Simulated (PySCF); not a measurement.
# C₆H₁₄GeN₂: vibronic structure

Aim: compute the vibronic structure of C₆H₁₄GeN₂ (`C/C(=N/[N](C)[GeH3])C1CC1`).

Programs: PySCF 2.14.0, with routines of our own; each step states its level. All values are computed. Atoms count from 0.

### 1 The system as given

23 atoms, charge 0, multiplicity 1; geometry from: GFN2-xTB.

### 2 Vibronic structure: TDDFT PBE0/def2-SV(P)

The job: settings as JSON, then the geometry in Å.

```
{"job": {"kind": "vib", "xc": "PBE0", "basis": "def2-SV(P)", "tda": false}, "charge": 0, "multiplicity": 1}
C     -1.240718    -1.980665     0.016269
C     -0.469795    -0.704427    -0.183788
N      0.785105    -0.819573    -0.011214
N      1.768517     0.096414    -0.051598
C      1.606423     1.507482    -0.328546
Ge     3.320502    -0.860194     0.086971
C     -1.252351     0.513911    -0.549255
C     -2.022546     1.267975     0.507424
C     -2.753711     0.526582    -0.565116
H     -0.544058    -2.785319     0.231353
H     -1.808669    -2.226735    -0.879791
H     -1.934806    -1.886090     0.850426
H      0.826268     1.941188     0.298591
H      1.381446     1.704319    -1.380919
H      2.555844     1.986763    -0.087851
H      3.538791    -1.676773    -1.152688
H      4.444899     0.119581     0.260719
H      3.159326    -1.764451     1.260290
H     -0.784987     1.126226    -1.309889
H     -2.033820     0.855578     1.505786
H     -2.011764     2.348211     0.484639
H     -3.296681    -0.362773    -0.290042
H     -3.237969     1.099754    -1.342572
```

Level: TDDFT PBE0/def2-SV(P) vertical-gradient vibronic structure (displaced harmonic oscillators, Condon), gas phase.

The run is started by

```console
> OMP_NUM_THREADS=1 python excited_run.py task.json out
```

This one command runs all jobs of the session in turn.

The program printed:

```text
final grid: 83344 points
cycle   1  E = -2422.2170680548  dE =  6.117e-01  |g| = 4.937e-01  |ddm| = 4.975e+00
cycle   2  E = -2422.2188855206  dE = -1.817e-03  |g| = 5.079e-01  |ddm| = 1.141e+00
cycle   3  E = -2422.2674930137  dE = -4.861e-02  |g| = 3.753e-02  |ddm| = 5.688e-01
cycle   4  E = -2422.2676898121  dE = -1.968e-04  |g| = 2.121e-02  |ddm| = 6.112e-02
cycle   5  E = -2422.2677608191  dE = -7.101e-05  |g| = 1.140e-02  |ddm| = 3.560e-02
cycle   6  E = -2422.2677903980  dE = -2.958e-05  |g| = 2.537e-03  |ddm| = 1.575e-02
cycle   7  E = -2422.2677920360  dE = -1.638e-06  |g| = 3.863e-04  |ddm| = 3.390e-03
cycle   8  E = -2422.2677920725  dE = -3.651e-08  |g| = 1.210e-04  |ddm| = 8.195e-04
cycle   9  E = -2422.2677920759  dE = -3.348e-09  |g| = 5.073e-05  |ddm| = 2.015e-04
cycle  10  E = -2422.2677920764  dE = -5.584e-10  |g| = 1.173e-05  |ddm| = 7.122e-05
converged SCF energy = -2422.2677920764

Singlet excitations (eV, f): 5.456 (0.0035)  5.570 (0.2989)  5.790 (0.0690)  6.293 (0.0312)  6.764 (0.0029)  6.782 (0.0027)

State S1  5.4564 eV  f = 0.00348  H->L+1 0.95
  relaxed dipole 9.111 D, largest gradient of the excitation energy 0.1079 Eh/bohr
  mode    cm-1        S   lambda/meV  Raman
   20    758.3    2.1974     206.6   1.000
   14    487.8    3.3358     201.7   0.628
    4    101.7    9.6131     121.3   0.079
   18    717.6    1.2351     109.9   0.503
   19    739.1    0.8365      76.7   0.362
   25    943.0    0.6275      73.4   0.442
   11    306.5    1.7623      67.0   0.131
   49   1700.2    0.2794      58.9   0.639
    6    171.0    2.2462      47.6   0.052
   21    796.5    0.4154      41.0   0.209
   13    391.0    0.8393      40.7   0.102
   36   1164.0    0.2114      30.5   0.227
  reorganisation energy 1.2526 eV, total S 26.283, 0-0 4.2039 eV

State S2  5.5696 eV  f = 0.29888  H->L 0.83, H-1->L 0.10
  relaxed dipole 1.591 D, largest gradient of the excitation energy 0.0995 Eh/bohr
  mode    cm-1        S   lambda/meV  Raman
    3     79.5   44.5269     438.8   0.137
   49   1700.2    0.7086     149.4   1.000
    4    101.7    9.3227     117.6   0.047
    9    274.3    1.1301      38.4   0.041
   26    961.0    0.2318      27.6   0.105
   20    758.3    0.2100      19.7   0.059
   36   1164.0    0.1349      19.5   0.089
   17    566.3    0.2765      19.4   0.043
    8    233.2    0.5326      15.4   0.014
   58   3055.9    0.0246       9.3   0.112
   37   1206.7    0.0619       9.3   0.044
   48   1500.6    0.0464       8.6   0.051
  reorganisation energy 0.9616 eV, total S 58.196, 0-0 4.6080 eV

State S3  5.7895 eV  f = 0.06900  H-1->L 0.87, H->L 0.10
  relaxed dipole 1.421 D, largest gradient of the excitation energy 0.1010 Eh/bohr
  mode    cm-1        S   lambda/meV  Raman
    3     79.5   18.3965     181.3   0.081
   18    717.6    1.9530     173.8   0.703
    4    101.7   13.6910     172.7   0.099
   49   1700.2    0.4946     104.3   1.000
    6    171.0    3.6908      78.3   0.075
   14    487.8    0.5481      33.1   0.091
    8    233.2    0.7612      22.0   0.029
   11    306.5    0.5379      20.4   0.035
   38   1236.7    0.1258      19.3   0.135
   16    549.5    0.2146      14.6   0.045
   28   1014.7    0.0938      11.8   0.068
   10    285.5    0.3321      11.8   0.019
  reorganisation energy 0.9564 eV, total S 41.859, 0-0 4.8332 eV

State T1  3.7704 eV  f = 0.00000  H->L 0.92
  relaxed dipole 2.345 D, largest gradient of the excitation energy 0.1814 Eh/bohr
  mode    cm-1        S   lambda/meV  Raman
   49   1700.2    2.8423     599.2   1.000
    3     79.5   11.5047     113.4   0.009
    4    101.7    1.9436      24.5   0.002
   18    717.6    0.2522      22.4   0.016
   25    943.0    0.1699      19.9   0.018
   26    961.0    0.1339      16.0   0.015
   36   1164.0    0.0971      14.0   0.016
   30   1054.9    0.0653       8.5   0.009
   38   1236.7    0.0536       8.2   0.010
   42   1398.9    0.0436       7.6   0.010
   20    758.3    0.0678       6.4   0.005
   19    739.1    0.0679       6.2   0.005
  reorganisation energy 0.9105 eV, total S 18.128, 0-0 2.8599 eV
```

Wall time 85 s (1 thread of Arm Neoverse V2, shared host); peak memory 1.6 GiB.

### 3 Outcome

```
                                                                                       quantity                      value
S1: vertical, reorganisation, 0-0, total S (step 2, TDDFT PBE0/def2-SV(P), modes from GFN2-xTB)  5.46, 1.25, 4.20 eV; 26.3
S2: vertical, reorganisation, 0-0, total S (step 2, TDDFT PBE0/def2-SV(P), modes from GFN2-xTB)  5.57, 0.96, 4.61 eV; 58.2
S3: vertical, reorganisation, 0-0, total S (step 2, TDDFT PBE0/def2-SV(P), modes from GFN2-xTB)  5.79, 0.96, 4.83 eV; 41.9
```

Steps that list no spin-orbit terms leave them out, which matters at and beside the heavy atoms. In step 2 the harmonic model is doubtful. Where the total S runs above about 15, the geometry moves far on excitation and the harmonic model is stretched, so its 0-0 value is in doubt. The vibronic model keeps the ground-state modes (from xTB) and shifts them along the gradient alone, so it can miss much of the relaxation that a full optimisation finds.
